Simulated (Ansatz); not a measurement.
# Na: the cost of one run

Program: Ansatz 0.2.0. Level of theory: DFT LDA, frozen-core PAW, scalar-relativistic unless said. These are calculated values, not measurements.

**1. The system as given**

Symmetry: Im-3m, No. 229, cubic system. The conventional cell has a = 4.282 Å, b = 4.282 Å, c = 4.282 Å, α = 90.00°, β = 90.00°, γ = 90.00°. Na (site symmetry m-3m) has 8 Na at 3.71 Å as nearest neighbours.

Coordinates:

```cif
data_structure
_symmetry_space_group_name_H-M 'P 1'
_symmetry_Int_Tables_number 1
_cell_length_a 3.7083
_cell_length_b 3.7083
_cell_length_c 3.7083
_cell_angle_alpha 109.471
_cell_angle_beta 109.471
_cell_angle_gamma 109.471
_cell_volume 39.26
loop_
_atom_site_label
_atom_site_type_symbol
_atom_site_fract_x
_atom_site_fract_y
_atom_site_fract_z
_atom_site_occupancy
Na1 Na 0.00000 0.00000 0.00000 1
```

Cartesian axes are those of the input's lattice vectors. The structure goes back to a database entry.

**2. Cell and atoms relaxed, PAW**

Contents of input.yaml:

```yaml
crystal:
  lattice:
    - [-2.141, 2.141, 2.141]
    - [2.141, -2.141, 2.141]
    - [2.141, 2.141, -2.141]
  atoms:
    - { symbol: Na, position: [0.0, 0.0, 0.0] }
kpoints:
  mp_grid: { grid: [16, 16, 16] }
scf:
  occupations: { method: fermi_dirac, width: 0.1 }
hamiltonian:
  xc: lda
  pseudopotentials: { kind: paw }
relax:
  f_tol: 0.002
  max_steps: 80
  cell: {}
output:
  forces: true
  stress: true
```

Run with:

```console
ansatz run input.yaml --threads 2 --pin off --max-ram 10240MiB --backend cpu --events-out ev --progress --plain --runs-dir out
```

**Question.** How long does this run take on 2 threads of Arm Neoverse V2, shared host, and how much memory does it need?

About 4.4 s, with a peak of 0.31 GiB.
